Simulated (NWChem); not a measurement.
# One shape, several levels: CH5BF2Si (SMILES BC(F)[SiH2]F)

Aim: a comparison of 3 runs (HF/STO-3G, HF/3-21G, B3LYP/6-31G*) of CH5BF2Si. 

The results are computed with NWChem 7.3.0.

## (1) The system as given

CH5BF2Si: 10 atoms, total charge 0, spin state singlet. As SMILES, `BC(F)[SiH2]F`. The coordinates come from a PBE0-D4/def2-TZVP relaxation. This is one conformer, not always the lowest.

Bond lengths: B1–C2 1.525 Å, C2–F3 1.398 Å, C2–Si4 1.916 Å, Si4–F5 1.598 Å, B1–H6 1.196 Å, B1–H7 1.193 Å, C2–H8 1.099 Å, Si4–H9 1.479 Å, Si4–H10 1.481 Å. Some angles: B1–C2–F3 116.8°, B1–C2–Si4 106.6°, F3–C2–Si4 105.9°, C2–Si4–F5 108.1°, B1–C2–H8 113.9°, F3–C2–H8 108.9°, Si4–C2–H8 103.6°, C2–B1–H6 117.1°, C2–B1–H7 121.7°, C2–Si4–H9 107.7°.

## (2) Energy and forces at HF/STO-3G (run 1)

geom.nw reads:

```
echo
start geom
memory stack 880 mb heap 220 mb global 1100 mb
geometry noautosym nocenter noautoz
 B       -0.143300      -1.018900      -1.145800
 C       -0.246200      -0.701600       0.342200
 F        0.576300      -1.435600       1.201700
 Si       0.281300       1.128500       0.547800
 F       -0.916400       2.050600       0.030200
 H       -0.892300      -0.441700      -1.878600
 H        0.704400      -1.739500      -1.575800
 H       -1.274300      -0.719900       0.730700
 H        0.500100       1.374400       1.989800
 H        1.493400       1.452700      -0.239200
end
basis spherical bse
 * library STO-3G
end
scf
 thresh 1e-08
 maxiter 80
end
task scf gradient
```

Launch:

```
$ nwchem geom.nw > geom.out
```

Standard output:

```text
[...]
  functions       =    34
[...]
  wavefunction    = RHF
[...]
         Total SCF energy =   -546.363113930048
      One-electron energy =  -1205.067441453426
      Two-electron energy =    436.371072119049
 Nuclear repulsion energy =    222.333255404328
        Time for solution =      2.1s
[...]
                         RHF ENERGY GRADIENTS
    atom               coordinates                        gradient
                 x          y          z           x          y          z
   1 B      -0.270798  -1.925442  -2.165248    0.002780   0.007120   0.037150
   2 C      -0.465251  -1.325832   0.646664   -0.006068  -0.016931  -0.027454
   3 F       1.089049  -2.712891   2.270884    0.000571   0.009478  -0.000037
   4 Si      0.531580   2.132556   1.035192   -0.035578  -0.002699  -0.015211
   5 F      -1.731745   3.875072   0.057070    0.013738  -0.011650   0.005527
   6 H      -1.686202  -0.834692  -3.550039   -0.015000   0.013695  -0.011087
   7 H       1.331123  -3.287178  -2.977830    0.015110  -0.014055  -0.006064
   8 H      -2.408078  -1.360414   1.380823   -0.001141   0.002719   0.005737
   9 H       0.945052   2.597239   3.760177    0.002345   0.004600   0.028667
  10 H       2.822117   2.745205  -0.452022    0.023243   0.007723  -0.017227
[...]
```

Run time: 3.6 s. Hardware: 1 thread of AMD EPYC 7R13 (Zen 3), shared host; peak memory 0.099 GiB.

## (3) Energy and gradient at HF/3-21G (run 2)

mol.xyz reads:

```xyz
10
CH5BF2Si
B     -0.143300    -1.018900    -1.145800
C     -0.246200    -0.701600     0.342200
F      0.576300    -1.435600     1.201700
Si     0.281300     1.128500     0.547800
F     -0.916400     2.050600     0.030200
H     -0.892300    -0.441700    -1.878600
H      0.704400    -1.739500    -1.575800
H     -1.274300    -0.719900     0.730700
H      0.500100     1.374400     1.989800
H      1.493400     1.452700    -0.239200
```

mol.nw reads:

```
start mol
title "CH5BF2Si"
memory total 2200 mb
geometry units angstrom noautosym nocenter noautoz
   load format xyz mol.xyz
end
basis spherical bse
   * library 3-21G
end
scf
   singlet
   rhf
   thresh 1e-08
   maxiter 80
   print low
end
task scf gradient
```

Launch:

```
$ nwchem mol.nw > mol.out
```

Standard output:

```text
[...]
  functions       =    59
[...]
  wavefunction    = RHF
[...]
         Total SCF energy =   -550.327251561006
      One-electron energy =  -1205.467609300796
      Two-electron energy =    432.807102335462
 Nuclear repulsion energy =    222.333255404328
        Time for solution =      2.6s
[...]
                         RHF ENERGY GRADIENTS
    atom               coordinates                        gradient
                 x          y          z           x          y          z
   1 B      -0.270798  -1.925442  -2.165248   -0.002634   0.011316   0.013861
   2 C      -0.465251  -1.325832   0.646664    0.027693  -0.015728  -0.000138
   3 F       1.089049  -2.712891   2.270884   -0.015823   0.011044  -0.008383
   4 Si      0.531580   2.132556   1.035192   -0.029088   0.004704  -0.018453
   5 F      -1.731745   3.875072   0.057070    0.023038  -0.017861   0.009919
   6 H      -1.686202  -0.834692  -3.550039   -0.003016   0.002594  -0.001929
   7 H       1.331123  -3.287178  -2.977830    0.003542  -0.003552  -0.001784
   8 H      -2.408078  -1.360414   1.380823   -0.005158   0.003792   0.004568
   9 H       0.945052   2.597239   3.760177    0.000050   0.000808   0.002769
  10 H       2.822117   2.745205  -0.452022    0.001396   0.002882  -0.000430
[...]
```

Run time: 4.2 s. Hardware: 1 thread of AMD EPYC 7R13 (Zen 3), shared host; peak memory 0.099 GiB.

## (4) Energy and forces at B3LYP/6-31G(d) (Cartesian functions) (run 3)

m1.nw reads:

```
start m1
memory stack 880 mb heap 220 mb global 1100 mb

geometry noautosym nocenter noautoz
  B    -0.143300   -1.018900   -1.145800
  C    -0.246200   -0.701600    0.342200
  F     0.576300   -1.435600    1.201700
  Si    0.281300    1.128500    0.547800
  F    -0.916400    2.050600    0.030200
  H    -0.892300   -0.441700   -1.878600
  H     0.704400   -1.739500   -1.575800
  H    -1.274300   -0.719900    0.730700
  H     0.500100    1.374400    1.989800
  H     1.493400    1.452700   -0.239200
end

basis "ao basis"
  * library 6-31G*
end

dft
  xc b3lyp
  grid xfine
  convergence energy 1e-08
  iterations 100
  mulliken
end

task dft gradient
```

Launch:

```
$ nwchem m1.nw > m1.out
```

Standard output:

```text
[...]
          Wavefunction type:  closed shell.
          No. of atoms     :    10
          No. of electrons :    48
[...]
          Charge           :     0
          Spin multiplicity:     1
[...]
          AO basis - number of functions:    89
[...]
              XC Information
              --------------
                         B3LYP Method XC Potential
                     Hartree-Fock (Exact) Exchange  0.200
                        Slater Exchange Functional  0.800 local
                    Becke 1988 Exchange Functional  0.720 non-local
              Lee-Yang-Parr Correlation Functional  0.810
                  VWN I RPA Correlation Functional  0.190 local
[...]
 d= 0,ls=0.0,diis     1   -555.0688023628 -7.77D+02  1.70D-02  8.55D-01     4.1
[...]
 d= 0,ls=0.0,diis    10   -555.1626863403 -1.12D-09  1.40D-07  8.73D-11    34.8
         Total DFT energy =     -555.162686340326
      One electron energy =    -1209.783181968403
           Coulomb energy =      485.591829950041
    Exchange-Corr. energy =      -53.304589726292
 Nuclear repulsion energy =      222.333255404328
[...]
  wavefunction    = closed shell
                         DFT ENERGY GRADIENTS
    atom               coordinates                        gradient
                 x          y          z           x          y          z
   1 B      -0.270798  -1.925442  -2.165248   -0.000670   0.001128   0.003438
   2 C      -0.465251  -1.325832   0.646664    0.005895  -0.003015  -0.000042
   3 F       1.089049  -2.712891   2.270884   -0.005733   0.003909  -0.004006
   4 Si      0.531580   2.132556   1.035192   -0.007613   0.002920  -0.002767
   5 F      -1.731745   3.875072   0.057070    0.009144  -0.007190   0.003590
   6 H      -1.686202  -0.834692  -3.550039   -0.000350   0.000785   0.000328
   7 H       1.331123  -3.287178  -2.977830    0.000073  -0.000451   0.000476
   8 H      -2.408078  -1.360414   1.380823    0.001827   0.000640   0.000116
   9 H       0.945052   2.597239   3.760177   -0.000987   0.000331  -0.000956
  10 H       2.822117   2.745205  -0.452022   -0.001587   0.000943  -0.000176
[...]
```

It took 45 s on 1 thread of AMD EPYC 7R13 (Zen 3), shared host; peak memory 0.15 GiB.

## (5) All runs side by side

| run | level | Cartesian functions | iteration cap | energy (Eh) | dipole moment (D) | HOMO energy (eV) | LUMO energy (eV) | wall time |
| --- | --- | --- | --- | --- | --- | --- | --- | --- |
| 1 | HF/STO-3G | no | 80 | -546.363114 | 0.50 | -9.00 | 6.58 | 3.6 s |
| 2 | HF/3-21G | no | 80 | -550.327252 | – | – | – | 4.2 s |
| 3 | B3LYP/6-31G* (Cartesian functions) | yes | 100 | -555.162686 | 0.27 | -8.10 | -1.59 | 45 s |

## (6) What came out

```
                       quantity          value
            run 3: total energy  -555.16269 Eh
           run 3: dipole moment         0.27 D
             run 3: HOMO energy       -8.10 eV
             run 3: LUMO energy       -1.59 eV
           run 3: HOMO–LUMO gap        6.51 eV
run 3: largest force on an atom     0.626 eV/Å
```

In run 1 the basis is minimal, so the values are rough. All runs together took 53 s, the longest 45 s.
